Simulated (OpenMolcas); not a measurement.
**WCl4O (SMILES [O]=[W]([Cl])([Cl])([Cl])[Cl]) at HF/ANO-RCC-VDZP (DKH8, RICD fitting)**

What is the vertical ionisation energy of WCl4O at HF/ANO-RCC-VDZP (DKH8, RICD fitting)? 

The results are computed with OpenMolcas 26.06.

### Step 1. The system as given

WCl4O: 6 atoms, total charge 0, spin state singlet. As SMILES, `[O]=[W]([Cl])([Cl])([Cl])[Cl]`. Geometry: a GFN2-xTB relaxation, a rough one for these elements and not checked as a minimum.

Bond lengths: O1–W2 1.671 Å, W2–Cl3 2.265 Å, W2–Cl4 2.266 Å, W2–Cl5 2.265 Å, W2–Cl6 2.266 Å. Angles: O1–W2–Cl3 106.1°, O1–W2–Cl4 105.9°, O1–W2–Cl5 106.1°, O1–W2–Cl6 105.9°, Cl3–W2–Cl4 85.6°, Cl3–W2–Cl5 147.8°, Cl3–W2–Cl6 85.6°, Cl4–W2–Cl5 85.6°, Cl4–W2–Cl6 148.2°, Cl5–W2–Cl6 85.6°.

### Step 2. The energy at HF/ANO-RCC-VDZP (DKH8, RICD fitting)

Input file job.inp:

```
* Cl4OW Hartree-Fock
>>> EXPORT MOLCAS_PRINT=2

&gateway
 coord
 6
 bohr
 O     -3.33357137    -0.34483722    -0.67655975
 W     -0.25450831    -0.02630499    -0.05147614
 Cl     0.70430093    -3.08053704     2.79099321
 Cl     1.78152041    -2.49326685    -2.89842414
 Cl     1.10516853     3.26714750    -2.42381942
 Cl    -0.00291018     2.67781751     3.25928624
 basis=ANO-RCC-VDZP
 group=NoSym
 ricd

&seward
 relativistic=R08O02
 expert

&scf
 prorbitals=1 1
```

On the command line:

```bash
$ export MOLCAS_MEM=1860
$ pymolcas job.inp > job.log
```

Log:

```text
--- Start Module: gateway ---
[...]
--- Stop Module: gateway /rc=_RC_ALL_IS_WELL_ ---
[...]
--- Start Module: seward ---
[...]
 ###    WARNING:  EXPERT option is ON!                                       ###
 ###############################################################################
               SEWARD will generate:
[...]
      Basis functions          154
--- Stop Module: seward /rc=_RC_ALL_IS_WELL_ ---
[...]
--- Start Module: scf ---
[...]
       Convergence after  17 Iterations
[...]
::    Total SCF energy                             -18058.9769542545
[...]
      Total spin, S                                     0.0000000000
[...]
      Total electronic charge=  150.000000
      Total            charge=   -0.000000
[...]
      Dipole Moment (debye):
      Origin of the operator (angstrom)=    0.0395    0.0041    0.0080
                   X=  8.3822E-01               Y=  8.7929E-02               Z=  1.6985E-01           Total=  8.5976E-01
      Quadrupole Moment (debye*angstrom):
[...]
--- Stop Module: scf /rc=_RC_ALL_IS_WELL_ ---
[...]
```

It took 1.8 min on 1 thread of Arm Neoverse V1, shared host; peak memory 0.6 GiB.

### Step 3. The doublet cation

Input file job.inp:

```
>>> EXPORT MOLCAS_PRINT=2
&GATEWAY
Coord
6
bohr
O     -3.33357137    -0.34483722    -0.67655975
W     -0.25450831    -0.02630499    -0.05147614
Cl     0.70430093    -3.08053704     2.79099321
Cl     1.78152041    -2.49326685    -2.89842414
Cl     1.10516853     3.26714750    -2.42381942
Cl    -0.00291018     2.67781751     3.25928624
Basis=ANO-RCC-VDZP
Group=NoSym
RICD
&SEWARD
Relativistic=R08O02
Expert
&SCF
UHF
Charge=1
Spin=2
PrOrbitals=1 1
```

On the command line:

```bash
$ export MOLCAS_MEM=1860
$ pymolcas job.inp > job.log
```

Log:

```text
--- Start Module: gateway ---
[...]
--- Stop Module: gateway /rc=_RC_ALL_IS_WELL_ ---
[...]
--- Start Module: seward ---
[...]
 ###    WARNING:  EXPERT option is ON!                                       ###
 ###############################################################################
               SEWARD will generate:
[...]
      Basis functions          154
--- Stop Module: seward /rc=_RC_ALL_IS_WELL_ ---
[...]
--- Start Module: scf ---
[...]
       Convergence after  59 Iterations
[...]
::    Total SCF energy                             -18058.5550727075
[...]
      Total spin, S                                     0.5451858512
[...]
      Total electronic charge=  149.000000
      Total            charge=    1.000000
[...]
      Dipole Moment (debye):
      Origin of the operator (angstrom)=    0.0395    0.0041    0.0080
                   X=  2.0940E+00               Y=  2.2119E-01               Z=  4.2490E-01           Total=  2.1481E+00
      Center of Charge (angstrom)
[...]
--- Stop Module: scf /rc=_RC_ALL_IS_WELL_ ---
[...]
```

Wall time 4.4 min (1 thread of Arm Neoverse V1, shared host); peak memory 0.6 GiB.

### Step 4. What came out

At HF/ANO-RCC-VDZP (DKH8, RICD fitting):

```
                                          quantity            value
                       singlet WCl4O: total energy  -18058.97695 Eh
                      singlet WCl4O: dipole moment           0.86 D
                        singlet WCl4O: HOMO energy        -12.24 eV
                        singlet WCl4O: LUMO energy         -2.27 eV
                      singlet WCl4O: HOMO–LUMO gap          9.97 eV
                      doublet cation: total energy  -18058.55507 Eh
doublet cation: HOMO energy (highest over α and β)        -15.97 eV
 doublet cation: LUMO energy (lowest over α and β)        -10.72 eV
                              doublet cation: ⟨S²⟩            0.842
vertical ionisation energy (to the doublet cation)        11.480 eV
```

**Reading.** Removing an electron at fixed nuclei costs 11.48 eV (1108 kJ/mol). The negative HOMO energy of the first species, 12.24 eV, lies 0.76 eV above that difference. Mulliken charges (singlet WCl4O) run from -0.52 on O1 to +1.32 on W2.
